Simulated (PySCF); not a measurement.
**SnS with other numerical set-ups**

Which parts of the numerical set-up matter for SnS? Each run edits the base script.

Program: PySCF 2.14.0. Level of theory: each script names its method and basis. These are calculated values, not measurements.

6 further runs of the same task are left out: 6 that didn't finish.

### Step 1. Starting geometry

SnS: 2 atoms, charge 0, spin multiplicity 1.

Bond lengths: Sn1–S2 2.335 Å.

### Step 2. The run that the others are compared with

input.py reads:

```python
from pyscf import gto, dft

mol = gto.M(
    atom='Sn 0 0 0; S 0 0 2.335',
    basis='lanl2dz',
    ecp={'Sn': 'lanl2dz', 'S': 'lanl2dz'},
    charge=0,
    spin=0,
    verbose=4,
)
mf = dft.RKS(mol, xc='olyp')
mf.kernel()
g = mf.nuc_grad_method()
g.grid_response = True
g.kernel()
mf.dip_moment()
print('orbital energies (hartree):', mf.mo_energy[..., max(0, mol.nelec[1]-3):mol.nelec[0]+3].round(4))
```

Run with:

```sh
python input.py
```

Its log is not repeated here.

It gives: E(SCF) = -13.517687 Eh, 10 cycles, μ = 3.70 D, gradient on the second atom 0.0110 Eh/bohr.

The bond length is a typed value, not an optimised one.

### Step 3. Integration grid 6

Run 1 changes integration grid: default → 6.

input.py reads:

```python
from pyscf import gto, dft

mol = gto.M(
    atom='Sn 0 0 0; S 0 0 2.335',
    basis='lanl2dz',
    ecp={'Sn': 'lanl2dz', 'S': 'lanl2dz'},
    charge=0,
    spin=0,
    verbose=4,
)
mf = dft.RKS(mol, xc='olyp')
mf.grids.level = 6
mf.kernel()
g = mf.nuc_grad_method()
g.grid_response = True
g.kernel()
mf.dip_moment()
print('orbital energies (hartree):', mf.mo_energy[..., max(0, mol.nelec[1]-3):mol.nelec[0]+3].round(4))
```

Run with:

```sh
python input.py
```

### Step 4. Def2-svpd

Run 2 changes basis set: lanl2dz → def2-svpd. The core potential changes with it: totals don't compare.

Edit input.py of step 2 so:

```diff
@@ -4,4 +4,4 @@
     atom='Sn 0 0 0; S 0 0 2.335',
-    basis='lanl2dz',
-    ecp={'Sn': 'lanl2dz', 'S': 'lanl2dz'},
+    basis='def2-svpd',
+    ecp={'Sn': 'def2-svpd'},
     charge=0,
```

Before running it: what results should come out? Wanted: for each run, E(SCF); from base; gap; SCF dipole.

**Answer**, as computed:

| run | E(SCF) (hartree) | from base (eV) | cycles | gap (eV) | SCF dipole (D) | functions |
| --- | --- | --- | --- | --- | --- | --- |
| base | -13.517687 | 0 | 10 | 2.82 | 3.70 | 16 |
| integration grid 6 | -13.517687 | 0.0000 | 10 | 2.82 | 3.70 | 16 |
| def2-svpd | -612.664626 | not comparable | 14 | 2.75 | 3.97 | 59 |

With integration grid 6 the SCF ends at the base energy. The dearest run is “def2-svpd”, at 4.8 s against 1.2 s.
